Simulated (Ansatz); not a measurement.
# CH5BClN: basis-set convergence

The task here is to estimate one member of a computed series from the others.

Computed with Ansatz 0.2.0, Gaussian basis. Level: one geometry, several basis sets.

The runs, in order: PBE0-D4/def2-SVP; ωB97M-V/def2-SVP; PBE0-D4/def2-QZVPP; ωB97M-V/def2-QZVPP; the functionals' def2-TZVPP values are taken from earlier runs.

### Structure used throughout

All runs share one geometry, relaxed beforehand with PBE0-D4 in a triple-zeta def2 set.

SMILES `NCBCl`, 9 atoms, charge 0, spin multiplicity 1.

Atoms are counted from 1 here; the program's logs count them from 0.

Bond lengths: N1–C2 1.444 Å, N1–H5 1.011 Å, N1–H6 1.010 Å, C2–B3 1.549 Å, C2–H7 1.112 Å, C2–H8 1.100 Å, B3–Cl4 1.749 Å, B3–H9 1.193 Å. Angles: C2–N1–H5 111.5°, C2–N1–H6 112.1°, H5–N1–H6 108.4°, N1–C2–B3 117.7°, N1–C2–H7 114.9°, N1–C2–H8 110.4°, B3–C2–H7 102.2°, B3–C2–H8 107.0°, H7–C2–H8 103.3°, C2–B3–Cl4 121.6°, C2–B3–H9 121.3°, Cl4–B3–H9 116.9°.

As a file:

```
N    -0.9825    0.9020    0.1036
C     0.1044    0.0533    0.5320
B     0.5773   -1.0556   -0.4402
Cl    0.0542   -1.0972   -2.1081
H    -0.9103    1.1293   -0.8789
H    -1.0205    1.7646    0.6276
H     1.0535    0.5864    0.7614
H    -0.1459   -0.4394    1.4830
H     1.3582   -1.8897   -0.0976
```

Set-up of the first run:

File in.yaml:

```yaml
crystal:
  periodic: [false, false, false]
  atoms:
    - {symbol: N, position_ang: [-0.982547, 0.902013, 0.103634]}
    - {symbol: C, position_ang: [0.104444, 0.053280, 0.532040]}
    - {symbol: B, position_ang: [0.577314, -1.055562, -0.440190]}
    - {symbol: Cl, position_ang: [0.054158, -1.097158, -2.108094]}
    - {symbol: H, position_ang: [-0.910288, 1.129303, -0.878914]}
    - {symbol: H, position_ang: [-1.020481, 1.764642, 0.627623]}
    - {symbol: H, position_ang: [1.053505, 0.586350, 0.761361]}
    - {symbol: H, position_ang: [-0.145860, -0.439398, 1.483030]}
    - {symbol: H, position_ang: [1.358154, -1.889671, -0.097590]}
basis:
  gaussian: {orbitals: def2-SVP}
hamiltonian: {xc: pbe0, dispersion: d4}
output: {orbitals: {seedname: orbitals}}
```

Run with:

```console
$ ansatz run in.yaml --threads 2 --pin off --events-out ev --progress --plain --max-ram 4352MiB
```

Steps of the session up to this table: PBE0-D4 in def2-SVP; ωB97M-V in def2-SVP; PBE0-D4 in def2-QZVPP; ωB97M-V in def2-QZVPP.

One table of the session follows, with a row left open; its other results are not shown here.

It belongs to the step «Density functionals: the series». 

| functional | basis | HOMO (eV) |
| --- | --- | --- |
| PBE0-D4 | def2-SVP | -6.65 |
| PBE0-D4 | def2-TZVPP | -7.00 |
| PBE0-D4 | def2-QZVPP | -7.06 |
| ωB97M-V | def2-SVP | -9.04 |
| ωB97M-V | def2-TZVPP | ? |
| ωB97M-V | def2-QZVPP | -9.46 |

Estimate the missing values for ωB97M-V, def2-TZVPP.

The run gave: HOMO (eV): -9.40. In the column «HOMO (eV)» it lies between ωB97M-V, def2-QZVPP (-9.46) and ωB97M-V, def2-SVP (-9.04).
